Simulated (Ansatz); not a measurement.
# SnSe2: the cost of one run

Program: Ansatz 0.2.0. Level of theory: DFT PBE, scalar-relativistic, plane waves, PAW. These are calculated values, not measurements.

The COD entry's cell or inner coordinates are ideal or old and differ from later refinements, so a difference from it is no clean test against experiment.

3 further runs of the same task are left out: 3 set aside as unsound or not needed. Runs told in other sessions of the task aren't counted.

**1. The system as given**

It takes space group P-3m1 (No. 164, trigonal). Conventional cell: a = 3.872 Å, b = 3.872 Å, c = 6.988 Å, α = 90.00°, β = 90.00°, γ = 120.00°. Sn (site symmetry -3m) has 6 Se at 2.75 Å in its first shell of neighbours. Around Se (site symmetry 3m) lie 3 Sn at 2.75 Å.

As a file:

```xyz
3
Lattice="3.8717 0.0000 0.0000 -1.9359 3.3530 0.0000 0.0000 0.0000 6.9880" Properties=species:S:1:pos:R:3 pbc="T T T"
Sn    0.0000    0.0000    0.0000
Se    0.0000    2.2354    1.5943
Se    1.9359    1.1177    5.3937
```

It is the result of an earlier relaxation at this level (volume 30.24 Å³/atom; gap on the mesh: 0.70 eV).

**2. Setting up a strain scan**

The cell is strained by ε times the Voigt pattern (1, 1, 0, 0, 0, 0) (xx, yy, zz, yz, xz, xy; engineering shear), with fractional coordinates fixed (clamped ions). The stress on the pattern is the sum of the stress components weighted by it, tension positive.

**3. ε = -0.0600**

Input file input.yaml:

```yaml
crystal:
  lattice:
    - [3.6394420081, 0.0, 0.0]
    - [-1.8197210041, 3.1518492346, 0.0]
    - [0.0, 0.0, 6.9880221146]
  atoms:
    - { symbol: Sn, position: [0.0, 0.0, 0.0] }
    - { symbol: Se, position: [0.3333333333, 0.6666666667, 0.2281493097] }
    - { symbol: Se, position: [0.6666666667, 0.3333333333, 0.7718506903] }
basis:
  ecutwfc: 420
kpoints:
  mp_grid: { grid: [12, 12, 4] }
hamiltonian:
  xc: pbe
scf:
  occupations: { method: gaussian, width: 0.05 }
output:
  forces: true
  stress: true
  eigenvalues: true
```

On the command line:

```console
> ansatz run input.yaml --threads 1 --pin off --max-ram 2560MiB --backend cpu --events-out ev --progress --plain --runs-dir out
```

What time and memory should one allow on 1 thread of Arm Neoverse V2, shared host?

About 5.8 s, with a peak of 0.4 GiB.
